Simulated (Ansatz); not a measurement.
# C3H9ClO3Zr: how energies converge with the basis set

An exercise on one series of results from a longer session: the logs are not shown, and one member is left open.

Method: one geometry, several basis sets; program: Ansatz 0.2.0, Gaussian basis.

Plan: PBE0-D4/def2-SVP; ωB97M-V/def2-SVP; PBE0-D4/def2-QZVPP; ωB97M-V/def2-QZVPP; the functionals' def2-TZVPP values are taken from earlier runs.

### The geometry

All runs share one geometry, relaxed beforehand with PBE0-D4 in a triple-zeta def2 set. Zr takes the def2 core potential; no spin-orbit term is included.

17 atoms, charge 0, spin multiplicity 1.

Atoms are counted from 1 here; the program's logs count them from 0.

Bond lengths: C1–C2 1.516 Å, C1–H9 1.092 Å, C1–H10 1.092 Å, C1–H11 1.093 Å, C2–C3 1.516 Å, C2–O4 1.404 Å, C2–H12 1.099 Å, C3–H13 1.091 Å, C3–H14 1.093 Å, C3–H15 1.092 Å, O4–Zr5 1.899 Å, Zr5–O6 1.916 Å, Zr5–O7 1.918 Å, Zr5–Cl8 2.386 Å, O6–H16 0.952 Å, O7–H17 0.952 Å. Angles: C2–C1–H9 110.6°, C2–C1–H10 110.7°, C2–C1–H11 110.2°, H9–C1–H10 108.4°, H9–C1–H11 108.4°, H10–C1–H11 108.4°, C1–C2–C3 112.5°, C1–C2–O4 109.7°, C1–C2–H12 108.9°, C3–C2–O4 109.4°, C3–C2–H12 108.9°, O4–C2–H12 107.3°, C2–C3–H13 110.6°, C2–C3–H14 110.2°, C2–C3–H15 110.6°, H13–C3–H14 108.3°, H13–C3–H15 108.5°, H14–C3–H15 108.5° and more.

The first run:

The input, in.yaml:

```yaml
crystal:
  periodic: [false, false, false]
  atoms:
    - {symbol: C, position_ang: [0.675030, 0.083418, -1.897423]}
    - {symbol: C, position_ang: [1.094750, -0.235868, -0.476454]}
    - {symbol: C, position_ang: [1.383798, -1.709883, -0.274092]}
    - {symbol: O, position_ang: [0.090080, 0.168170, 0.416874]}
    - {symbol: Zr, position_ang: [-1.429080, 0.662549, 1.443698]}
    - {symbol: O, position_ang: [-2.833419, 1.231521, 0.271275]}
    - {symbol: O, position_ang: [-0.956431, 2.064632, 2.664084]}
    - {symbol: Cl, position_ang: [-2.136072, -1.262092, 2.663570]}
    - {symbol: H, position_ang: [1.466179, -0.184217, -2.601614]}
    - {symbol: H, position_ang: [0.462528, 1.148783, -2.006451]}
    - {symbol: H, position_ang: [-0.225717, -0.477473, -2.160331]}
    - {symbol: H, position_ang: [1.997888, 0.340528, -0.233652]}
    - {symbol: H, position_ang: [1.664047, -1.907434, 0.761953]}
    - {symbol: H, position_ang: [0.497417, -2.304689, -0.509058]}
    - {symbol: H, position_ang: [2.200970, -2.033585, -0.922909]}
    - {symbol: H, position_ang: [-3.467054, 1.676460, -0.282436]}
    - {symbol: H, position_ang: [-0.484903, 2.739200, 3.142965]}
basis:
  gaussian: {orbitals: def2-SVP}
hamiltonian: {xc: pbe0, dispersion: d4}
output: {orbitals: {seedname: orbitals}}
```

On the command line:

```bash
$ ansatz run in.yaml --threads 2 --pin off --events-out ev --progress --plain --max-ram 22528MiB --backend cpu
```

Steps of the session up to this table: PBE0-D4 in def2-SVP; ωB97M-V in def2-SVP; PBE0-D4 in def2-QZVPP; ωB97M-V in def2-QZVPP.

One of the session's tables, all rows but one given; the rest of the session is left out.

It belongs to the step «Density functionals: the series». 

| functional | basis | HOMO (eV) | LUMO (eV) |
| --- | --- | --- | --- |
| PBE0-D4 | def2-SVP | ? | ? |
| PBE0-D4 | def2-TZVPP | -8.21 | -0.16 |
| PBE0-D4 | def2-QZVPP | -8.24 | -0.28 |
| ωB97M-V | def2-SVP | -10.35 | 1.06 |
| ωB97M-V | def2-TZVPP | -10.51 | 0.72 |
| ωB97M-V | def2-QZVPP | -10.55 | 0.48 |

**Question.** Estimate the row for PBE0-D4, def2-SVP.

The run gave: HOMO (eV): -8.09; LUMO (eV): 0.07. In the column «HOMO (eV)» it is the highest.
